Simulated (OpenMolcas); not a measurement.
# C3H10OSi (SMILES C[Si](C)(C)O), step by step

Wanted: a single-point energy (HF/ANO-R0), then a single-point energy (CASSCF(2,2)/ANO-R1), then an energy scan (CASPT2(2,2)/ANO-R1), then an energy scan (SC-NEVPT2(2,2)/ANO-R1), then the energy along one coordinate (MC-PDFT[tPBE](2,2)/ANO-R1) of C3H10OSi. 

The results are computed with OpenMolcas 26.06.

## (1) The molecule

The species is C3H10OSi (15 atoms), meant as a singlet with charge 0. SMILES: `C[Si](C)(C)O`. The coordinates come from a PBE0-D4/def2-TZVP relaxation. This is one conformer, not always the lowest.

Bond lengths: C1–Si2 1.870 Å, Si2–C3 1.870 Å, Si2–C4 1.861 Å, Si2–O5 1.660 Å, C1–H6 1.094 Å, C1–H7 1.094 Å, C1–H8 1.093 Å, C3–H9 1.094 Å, C3–H10 1.093 Å, C3–H11 1.094 Å, C4–H12 1.093 Å, C4–H13 1.093 Å, C4–H14 1.093 Å, O5–H15 0.957 Å. Some angles: C1–Si2–C3 109.3°, C1–Si2–C4 111.0°, C1–Si2–O5 110.3°, C3–Si2–C4 111.0°, C3–Si2–O5 110.3°, C4–Si2–O5 104.8°, Si2–C1–H6 111.5°, Si2–C1–H7 111.0°, Si2–C1–H8 111.0°, Si2–C3–H9 111.5°.

## (2) A single-point energy at HF/ANO-R0 (sfX2C) (run 1)

mol.xyz

```xyz
15

C     -1.759880     0.191150     0.071540
Si     0.089930     0.200980    -0.204700
C      0.959910     0.370300     1.442320
C      0.639300    -1.339490    -1.093220
O      0.516200     1.448090    -1.213440
H     -2.095970     1.106050     0.568270
H     -2.057470    -0.651720     0.702020
H     -2.296730     0.107790    -0.876880
H      0.664600     1.288070     1.959260
H      2.044780     0.393380     1.311290
H      0.718200    -0.468650     2.101280
H      0.405110    -2.234400    -0.510590
H      1.717690    -1.322690    -1.268870
H      0.142180    -1.426990    -2.062380
H      0.312140     2.338130    -0.925910
```

step1.inp

```
* C3H10OSi Hartree-Fock
&GATEWAY
Coord
mol.xyz
Basis
ANO-R0
Group
NoSym
&SEWARD
&SCF
PrOrbitals
0
&LOCALISATION
Occupied
Freeze
Pipek-Mezey
&LOCALISATION
FileOrb
$Project.LocOrb
Virtual
Pipek-Mezey
```

Command:

```bash
$ export MOLCAS_MEM=1860
$ pymolcas step1.inp > step1.log
```

Log:

```text
--- Start Module: gateway ---
[...]
--- Stop Module: gateway /rc=_RC_ALL_IS_WELL_ ---
[...]
      Basis functions           39
[...]
       Convergence after  11 Iterations
[...]
::    Total SCF energy                               -483.0061716367
[...]
      Total spin, S                                     0.0000000000
[...]
      Total electronic charge=   50.000000
      Total            charge=   -0.000000
[...]
      Dipole Moment (debye):
      Origin of the operator (angstrom)=    0.0932    0.2062   -0.2119
                   X= -3.0858E-01               Y=  9.7820E-01               Z=  4.8278E-01           Total=  1.1337E+00
      Quadrupole Moment (debye*angstrom):
[...]
--- Start Module: localisation ---
[...]
--- Stop Module: localisation /rc=_RC_ALL_IS_WELL_ ---
--- Start Module: localisation ---
[...]
--- Stop Module: localisation /rc=_RC_ALL_IS_WELL_ ---
[...]
```

Wall time 4.8 s (1 thread of Arm Neoverse V1, shared host); peak memory 0.38 GiB.

## (3) A single-point energy at CASSCF(2,2)/ANO-R1 (sfX2C, RICD fitting) (run 2)

mol.xyz is that of step 2.

step2.input

```
* C3H10OSi CASSCF

&gateway
 coord=mol.xyz
 basis=ANO-R0
 group=NoSym

&seward

&rasscf
 fileorb=$CurrDir/step1.LocOrb
 alter=2
 1 14 25
 1 26 38
 spin=1
 nactel=2 0 0
 inactive=24
 ras2=2
 orblisting=Nothing
>>> COPY $Project.RunFile RUNFIL1
>>> COPY $Project.RasOrb INPORB

&gateway
 coord=mol.xyz
 basis=ANO-R1
 group=NoSym
 ricd

&seward
>>> COPY $Project.RunFile RUNFIL2

&expbas

&rasscf
 fileorb=$Project.ExpOrb
 spin=1
 nactel=2 0 0
 inactive=24
 ras2=2
 orblisting=Nothing
 orbappear=Compact
```

Command:

```bash
$ export MOLCAS_MEM=1860
$ pymolcas step2.input > step2.log
```

Log:

```text
--- Start Module: gateway ---
[...]
--- Stop Module: gateway /rc=_RC_ALL_IS_WELL_ ---
[...]
      Basis functions           39
[...]
      Number of active orbitals                  2
[...]
      Spin quantum number                      0.0
[...]
      Active orbitals                            2
[...]
      Number of CSFs                             3
[...]
      Number of root(s) required                 1
[...]
      Convergence after 13 iterations
[...]
      printout of CI-coefficients larger than  0.05 for root  1
      energy=    -483.016594
      conf/sym  11     Coeff  Weight
             1  20   0.99577 0.99155
             3  02  -0.09191 0.00845
      Natural orbitals and occupation numbers for root  1
      sym 1:   1.983103   0.016897
      ************************************************************************************************************************
      *                                                    Final results                                                     *
[...]
::    RASSCF root number  1 Total energy:   -483.01659406
[...]
      Basis functions          124
[...]
--- Start Module: expbas ---
[...]
--- Stop Module: expbas /rc=_RC_ALL_IS_WELL_ ---
--- Start Module: rasscf ---
[...]
      Convergence after 12 iterations
[...]
      Natural orbitals and occupation numbers for root  1
      sym 1:   1.985382   0.014618
      ************************************************************************************************************************
      *                                                    Final results                                                     *
[...]
::    RASSCF root number  1 Total energy:   -484.09166770
[...]
      Total electronic charge=   50.000000
      Total            charge=   -0.000000
[...]
      Dipole Moment (debye):
      Origin of the operator (angstrom)=    0.0932    0.2062   -0.2119
                   X= -7.1805E-01               Y=  3.9291E-01               Z=  1.2509E+00           Total=  1.4949E+00
      Quadrupole Moment (debye*angstrom):
[...]
--- Stop Module: rasscf /rc=_RC_ALL_IS_WELL_ ---
[...]
```

Run time: 19 s. Hardware: 1 thread of Arm Neoverse V1, shared host; peak memory 0.38 GiB.

## (4) The energy along one coordinate at CASPT2(2,2)/ANO-R1 (sfX2C, RICD fitting, ipea shift 0.25 Eh, pt2 variant SS) (run 3)

step3.inp

```
>>> EXPORT MOLCAS_PRINT=2
>>> COPY $CurrDir/step2.RasOrb $Project.RasOrb
>>> ForEach K in (1, 2, 3, 4, 5, 6, 7, 8, 9)

&gateway
  coord=$CurrDir/point$K.xyz
  basis=ANO-R1
  group=NoSym
  ricd

&seward

&rasscf
  fileorb=$Project.RasOrb
  spin=1
  nactel=2 0 0
  inactive=24
  ras2=2
  orblisting=Nothing
  orbappear=Compact

&caspt2
  imaginary=0.2
  frozen=9
>>> EndDo
```

Command:

```bash
$ export MOLCAS_MEM=1860
$ pymolcas step3.inp > step3.log
```

Log:

```text
[...]
      Basis functions          124
[...]
      Number of active orbitals                  2
[...]
      Spin quantum number                      0.0
[...]
      Active orbitals                            2
[...]
      Number of CSFs                             3
[...]
      Number of root(s) required                 1
[...]
      Convergence after 10 iterations
[...]
      Natural orbitals and occupation numbers for root  1
      sym 1:   1.990792   0.009208
      ************************************************************************************************************************
      *                                                    Final results                                                     *
[...]
::    RASSCF root number  1 Total energy:   -484.06944325
[...]
::    CASPT2 Root  1     Total energy:   -484.80266244
[...]
      Convergence after 10 iterations
[...]
      Natural orbitals and occupation numbers for root  1
      sym 1:   1.985395   0.014605
      ************************************************************************************************************************
      *                                                    Final results                                                     *
[...]
      Convergence after 10 iterations
[...]
      Natural orbitals and occupation numbers for root  1
      sym 1:   1.732508   0.267492
      ************************************************************************************************************************
      *                                                    Final results                                                     *
[...]
      Convergence after 10 iterations
[...]
      Natural orbitals and occupation numbers for root  1
      sym 1:   1.465239   0.534761
      ************************************************************************************************************************
      *                                                    Final results                                                     *
[...]
      Convergence after  9 iterations
[...]
      Natural orbitals and occupation numbers for root  1
      sym 1:   1.195232   0.804768
      ************************************************************************************************************************
      *                                                    Final results                                                     *
[...]
::    RASSCF root number  1 Total energy:   -483.95228975
[...]
::    CASPT2 Root  1     Total energy:   -484.66289461
[...]
      Convergence after  6 iterations
[...]
::    RASSCF root number  1 Total energy:   -483.95093499
[...]
::    CASPT2 Root  1     Total energy:   -484.66047211
[...]
```

Wall time 2.4 min (1 thread of Arm Neoverse V1, shared host); peak memory 0.12 GiB.

The scan, from its lowest point:

| Si2–C1 (Å) | energy (kJ/mol) |
| --- | --- |
| 1.683 | 50.3 |
| 1.870 | 0.0 |
| 2.057 | 19.5 |
| 2.338 | 96.9 |
| 2.712 | 211.0 |
| 3.180 | 319.5 |
| 3.741 | 388.7 |
| 4.489 | 417.3 |
| 5.611 | 423.6 |

## (5) The energy along one coordinate at SC-NEVPT2(2,2)/ANO-R1 (sfX2C, RICD fitting, pt2 variant SC-NEVPT2) (run 4)

step4.inp

```
>>> COPY $CurrDir/step2.RasOrb $Project.RasOrb
>>> ForEach K in (1, 2, 3, 4, 5, 6, 7, 8, 9)
&GATEWAY
Coord
$CurrDir/point$K.xyz
Basis
ANO-R1
Group
NoSym
RICD
&SEWARD
&RASSCF
FileOrb
$Project.RasOrb
Spin
1
Nactel
2 0 0
Inactive
24
Ras2
2
OrbListing
Nothing
OrbAppear
Compact
&CASPT2
SC-NEVPT2
Frozen
9
>>> EndDo
```

Command:

```bash
$ export MOLCAS_MEM=1860
$ pymolcas step4.inp > step4.log
```

Log:

```text
[...]
      Basis functions          124
[...]
      Number of active orbitals                  2
[...]
      Spin quantum number                      0.0
[...]
      Active orbitals                            2
[...]
      Number of CSFs                             3
[...]
      Number of root(s) required                 1
[...]
      Convergence after 10 iterations
[...]
      printout of CI-coefficients larger than  0.05 for root  1
      energy=    -484.069443
      conf/sym  11     Coeff  Weight
             1  20   0.99770 0.99540
             3  02  -0.06785 0.00460
      Natural orbitals and occupation numbers for root  1
      sym 1:   1.990792   0.009208
      ************************************************************************************************************************
      *                                                    Final results                                                     *
[...]
::    RASSCF root number  1 Total energy:   -484.06944325
[...]
      E2 (Variational):          -0.7271571593
[...]
::    SC-NEVPT2 Root  1     Total energy:   -484.79652965
[...]
      Convergence after 10 iterations
[...]
      Natural orbitals and occupation numbers for root  1
      sym 1:   1.985395   0.014605
      ************************************************************************************************************************
      *                                                    Final results                                                     *
[...]
      Convergence after 10 iterations
[...]
      Natural orbitals and occupation numbers for root  1
      sym 1:   1.732508   0.267492
      ************************************************************************************************************************
      *                                                    Final results                                                     *
[...]
      Convergence after 10 iterations
[...]
      Natural orbitals and occupation numbers for root  1
      sym 1:   1.465239   0.534761
      ************************************************************************************************************************
      *                                                    Final results                                                     *
[...]
      Convergence after  9 iterations
[...]
::    RASSCF root number  1 Total energy:   -483.95228975
[...]
::    SC-NEVPT2 Root  1     Total energy:   -484.65901374
[...]
      Convergence after  6 iterations
[...]
::    RASSCF root number  1 Total energy:   -483.95093499
[...]
      E2 (Variational):          -0.7059077455
[...]
      Reference weight:           0.80738
[...]
::    SC-NEVPT2 Root  1     Total energy:   -484.65684273
[...]
```

It took 2.2 min on 1 thread of Arm Neoverse V1, shared host; peak memory 0.12 GiB.

The scan, from its lowest point:

| Si2–C1 (Å) | energy (kJ/mol) |
| --- | --- |
| 1.683 | 53.0 |
| 1.870 | 0.0 |
| 2.057 | 16.8 |
| 2.338 | 91.6 |
| 2.712 | 205.1 |
| 3.180 | 316.0 |
| 3.741 | 386.3 |
| 4.489 | 414.1 |
| 5.611 | 419.8 |

## (6) The energy along one coordinate at MC-PDFT[tPBE](2,2)/ANO-R1 (sfX2C, RICD fitting) (run 5)

step5.input

```
* C3H10OSi MC-PDFT
>>> COPY $CurrDir/step2.RasOrb $Project.RasOrb
>>> ForEach K in (1, 2, 3, 4, 5, 6, 7, 8, 9)

&GATEWAY
  COORD=$CurrDir/point$K.xyz
  BASIS=ANO-R1
  GROUP=NoSym
  RICD

&SEWARD

&RASSCF
  FILEORB=$Project.RasOrb
  SPIN=1
  NACTEL=2 0 0
  INACTIVE=24
  RAS2=2
  ORBLISTING=Nothing
  ORBAPPEAR=Compact

&MCPDFT
  KSDFT=T:PBE
>>> EndDo
```

Command:

```bash
$ export MOLCAS_MEM=1860
$ pymolcas step5.input > step5.log
```

Log:

```text
--- Start Module: gateway ---
[...]
      Basis functions          124
[...]
      Number of active orbitals                  2
[...]
      Spin quantum number                      0.0
[...]
      Active orbitals                            2
[...]
      Number of CSFs                             3
[...]
      Number of root(s) required                 1
[...]
      Convergence after 10 iterations
[...]
      printout of CI-coefficients larger than  0.05 for root  1
      energy=    -484.069443
      conf/sym  11     Coeff  Weight
             1  20   0.99770 0.99540
             3  02  -0.06785 0.00460
      Natural orbitals and occupation numbers for root  1
      sym 1:   1.990792   0.009208
      ************************************************************************************************************************
      *                                                    Final results                                                     *
[...]
::    RASSCF root number  1 Total energy:   -484.06944325
[...]
::    MCPDFT root number  1 Total energy:   -485.44976254
[...]
      Convergence after 10 iterations
[...]
      Natural orbitals and occupation numbers for root  1
      sym 1:   1.985395   0.014605
      ************************************************************************************************************************
      *                                                    Final results                                                     *
[...]
      Convergence after 10 iterations
[...]
      Natural orbitals and occupation numbers for root  1
      sym 1:   1.732508   0.267492
      ************************************************************************************************************************
      *                                                    Final results                                                     *
[...]
      Convergence after 10 iterations
[...]
      Natural orbitals and occupation numbers for root  1
      sym 1:   1.465239   0.534761
      ************************************************************************************************************************
      *                                                    Final results                                                     *
[...]
      Convergence after  9 iterations
[...]
::    RASSCF root number  1 Total energy:   -483.95228975
[...]
::    MCPDFT root number  1 Total energy:   -485.30016455
[...]
      Convergence after  6 iterations
[...]
::    RASSCF root number  1 Total energy:   -483.95093499
[...]
      Total electronic charge=   50.000000
      Total            charge=   -0.000000
[...]
::    MCPDFT root number  1 Total energy:   -485.29812266
[...]
```

It took 2.6 min on 1 thread of Arm Neoverse V1, shared host; peak memory 0.089 GiB.

The scan, from its lowest point:

| Si2–C1 (Å) | energy (kJ/mol) |
| --- | --- |
| 1.683 | 47.7 |
| 1.870 | 0.0 |
| 2.057 | 19.7 |
| 2.338 | 96.3 |
| 2.712 | 211.6 |
| 3.180 | 328.2 |
| 3.741 | 408.1 |
| 4.489 | 440.5 |
| 5.611 | 445.9 |

## (7) Summary of results

```
                                                   quantity          value
                             run 1, HF/ANO-R0: total energy  -483.00617 Eh
                            run 1, HF/ANO-R0: dipole moment         1.13 D
                              run 1, HF/ANO-R0: HOMO energy      -11.98 eV
                              run 1, HF/ANO-R0: LUMO energy        4.20 eV
                            run 1, HF/ANO-R0: HOMO–LUMO gap       16.18 eV
                    run 2, CASSCF(2,2)/ANO-R1: total energy  -484.09167 Eh
  run 2, CASSCF(2,2)/ANO-R1: dipole moment (CASSCF density)         1.49 D
       run 3, CASPT2(2,2)/ANO-R1: lowest energy of the scan  -484.82182 Eh
    run 4, SC-NEVPT2(2,2)/ANO-R1: lowest energy of the scan  -484.81672 Eh
run 5, MC-PDFT[tPBE](2,2)/ANO-R1: lowest energy of the scan  -485.46795 Eh
```

Mulliken charges (run 1, HF/ANO-R0) run from -1.06 on C4 to +1.20 on Si2; they depend strongly on the basis.
